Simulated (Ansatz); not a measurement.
This script makes an equation of state with a fit of Sn, space group I4_1/amd with the Python package of Ansatz (0.2.0).

`eos.py`:
```python
'''Equation of state of Sn.'''

import ansatz as az
import numpy as np
from scipy.optimize import curve_fit

VECTORS = np.array([
    [-2.91964, 2.91964, 1.5938],
    [2.91964, -2.91964, 1.5938],
    [2.91964, 2.91964, -1.5938],
])
SITES = [
    ('Sn', [0.0, 0.0, 0.0]),
    ('Sn', [0.75, 0.25, 0.5]),
]


def on_lattice(cell):
    crystal = az.Crystal(lattice=az.Lattice.of(cell))
    for symbol, position in SITES:
        crystal = crystal.atom(symbol, position)
    return crystal

def vinet(v, e0, v0, b0, b1):
    eta = (v / v0) ** (1 / 3)
    return e0 + 2 * b0 * v0 / (b1 - 1) ** 2 * (2 - (5 + 3 * b1 * (eta - 1) - 3 * eta) * np.exp(-1.5 * (b1 - 1) * (eta - 1)))


def main() -> None:
    # scale the volume, keep shape and fractions
    volumes, energies, pressures = [], [], []
    for scale in np.linspace(0.92, 1.08, 7):
        cell = VECTORS * scale ** (1 / 3)
        calc = (
            on_lattice(cell).calculation()
            .functional('pbe', dispersion='D4')
            .occupations(az.OccupationsMethod.FERMI_DIRAC, width=0.1)
            .basis(500)
            .kpoints(10, 10, 10)
            .stress()
        )
        report = calc.run(threads=1, backend='cpu').report
        volumes.append(abs(np.linalg.det(cell)) / len(SITES))
        energies.append(report['free_energy_ev'] / len(SITES))
        pressures.append(np.trace(report['stress_gpa']) / 3)
        print(f'V = {volumes[-1]:8.4f} A^3/atom  F = {energies[-1]:.5f} eV/atom  P = {pressures[-1]:8.3f} GPa')

    guess = (min(energies), volumes[int(np.argmin(energies))], 0.5, 4.5)
    (e0, v0, b0, b1), _ = curve_fit(vinet, np.array(volumes), np.array(energies), p0=guess, maxfev=20000)
    print(f'Vinet fit: V0 = {v0:.4f} A^3/atom, B0 = {160.21766 * b0:.1f} GPa, B1 = {b1:.2f}')
    print('largest residual', round(1000 * float(np.abs(vinet(np.array(volumes), e0, v0, b0, b1) - energies).max()), 3), 'meV/atom')


if __name__ == '__main__':
    main()
```

From its runs, with one value withheld:

| V (Å³/atom) | F less the lowest row shown (meV/atom) |
| --- | --- |
| 24.998 | ? |
| 25.723 | 15.15 |
| 26.447 | 3.75 |
| 27.172 | 0.00 |
| 27.897 | 2.79 |
| 28.621 | 11.18 |
| 29.346 | 24.36 |

What is the missing energy at 24.998 Å³ an atom?

A third-order Birch-Murnaghan fit, E = E0 + (9 V0 B0 / 16) [(t - 1)³ B' + (t - 1)² (6 - 4t)] with t = (V0/V)^(2/3), through the 6 rows shown gives V0 = 27.206 Å³, B0 = 53.8 GPa, B' = 4.85 and E0 = -0.01 meV. At V = 24.998 Å³, t = 1.05805, and the fit extrapolates to 35.49 meV. The run gave 35.49 meV, a miss of 0.00 meV.

What to keep in mind:
- Shape and fractional positions are held along the curve, so the bulk modulus is an upper value where they are free to relax.
- Dispersion corrections can be off by several per cent in the lattices of metals, and by several GPa in the pressure at a fixed cell.
- Pressure is positive in compression.
- Hardware and time: 40 s on 1 thread of Arm Neoverse V2 (shared host), peak memory 0.5 GiB.
